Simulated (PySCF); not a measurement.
**A diatomic session: KCa**

One job finds the state of KCa, follows it along the bond with each method and fits the curves.

The runs use PySCF 2.14.0; K x2c-SVPall, Ca x2c-SVPall, spin-free X2C with a Gaussian nucleus.

## Step 1: Input

The job is set up so:

```yaml
atoms: K, Ca
charge: 0
basis: K x2c-SVPall, Ca x2c-SVPall
Hamiltonian: spin-free X2C with a Gaussian nucleus
basis_functions: 48
electrons_treated: 39
masses_in_u: 38.9637, 39.9626
levels: PBE0, PBE, r²SCAN, BLYP, r²SCAN0, PW91, ωB97X, HF, MP2, SCS-MP2, CCSD, CCSD(T)
grid: 80 radial by 434 angular points
occupations: held fixed by the projection of orbital angular momentum
dissociation_limit: K + Ca, each in its ground configuration
starting_distance_in_angstrom: 3.535
values_of_2S_to_try: 1, 3
```

On the command line:

```bash
$ OMP_NUM_THREADS=1 python dia.py task.json out
```

The runs that follow: PBE0 along the bond; Higher solutions at PBE0; PBE (GGA); r²SCAN (meta-GGA); BLYP; r²SCAN0; PW91 (GGA); ωB97X (range-separated hybrid); ROHF; Correlated methods on the Hartree–Fock reference.

Q: Predict the outcome of this session. Wanted: for each run, Re; ωe; De; μ.

The runs gave:

Lowest PBE0 solution found, without spin–orbit coupling: ²Σ⁺ (doublet), unpaired electrons σ ↑. State 3 has its PBE0 minimum 1.75 eV higher. State 4 has its PBE0 minimum 1.76 eV higher. The other levels ran on the lowest alone.

```csv
level,Re (Å),ωe (cm⁻¹),De (eV),μ (D)
ROHF-MP2,4.531,53.7,0.099,n/a
ROHF-SCS-MP2,4.581,50.5,0.083,n/a
ROHF-CCSD,4.439,60.0,0.121,n/a
ROHF-CCSD(T),4.395,63.6,0.140,n/a
PBE,4.217,77.8,0.259,-1.53
PW91,4.194,79.6,0.279,-1.52
BLYP,4.315,65.5,0.135,-0.86
r²SCAN,4.277,77.1,0.274,-2.34
PBE0,4.257,75.5,0.225,-1.80
r²SCAN0,4.280,75.4,0.252,-2.31
ωB97X,4.198,78.4,0.165,-3.08
```

De is counted to K + Ca in their ground configurations. A positive dipole means K(−)Ca(+). No constants: ROHF (no minimum is bracketed among the points kept).

In words: The methods spread over 0.387 Å in bond length, from PW91 to ROHF-SCS-MP2. CCSD(T) can't serve as the judge here: for a weak bond in this basis it is far from its limit. Among the levels with a De in the table, it runs from 0.083 eV (ROHF-SCS-MP2) to 0.279 eV (PW91).

Correlated steps freeze 10 core orbitals. The bond is weak, and basis-set superposition, which was not computed, may be a sizeable part of it.
